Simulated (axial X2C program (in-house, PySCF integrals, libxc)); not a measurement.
# TmN: the levels of the configuration f11 s1

Which Ω levels does TmN have in the configuration f11 s1, and how far apart?

Method: two-component X2C, average-of-configuration Hartree–Fock and CI in the open shells; program: an in-house X2C program for linear molecules on PySCF integrals.

All values are calculated.

### Step 1. Set-up

Contents of task.json:

```json
{"zs": [69, 7], "q": 0, "bas": ["dyall-v3z", "dyall-av3z"], "r0": 1.91, "metal": 0, "shells": [[3, [0, 1, 2, 3], 11], [0, [0], 1]], "fix": 0, "emax": 2.2, "nroots": 4}
```

Keys: zs atomic numbers; q charge; bas basis sets; r0 starting distance in Å; metal index of the metal atom; shells open shells as [l, |m| values, electrons]; fix electron count of the first shell held; emax energy window in eV; nroots roots for each Ω.

Command:

```bash
$ python soci.py task.json out
```

Two-component X2C with atomic mean-field Coulomb and Gaunt terms, basis Tm dyall-v3z, N dyall-av3z (cores contracted in-house). Orbitals come from Hartree–Fock averaged over the configuration Tm f11 s1; CI then distributes these electrons over the f, s shells of Tm.

### Step 2. CI at R = 1.780 Å

**Question.** What will these runs give? Wanted: lowest level of the model; next level.

As calculated:

```
                 quantity                          value
lowest level of the model  Ω = 0, g∥ = 0.00, 100% f11 s1
               next level          Ω = 1, 15 cm⁻¹ higher
```

There is no dynamic correlation: spin–orbit spacings and, for f shells, spacings inside one term are the most reliable numbers, splittings between terms come out too wide, and energies between configurations are not reliable, so the lowest level need not be the ground state of the molecule. At most 4 roots were kept for each Ω > 0 (twice that for Ω = 0) within 2.2 eV of the lowest, so higher up levels can be missing between those listed; levels with Ω > 0 are doubly degenerate and listed once, Ω = 0 levels singly. Along the bond the averaged SCF switches between close solutions, so this one may not be the lowest.
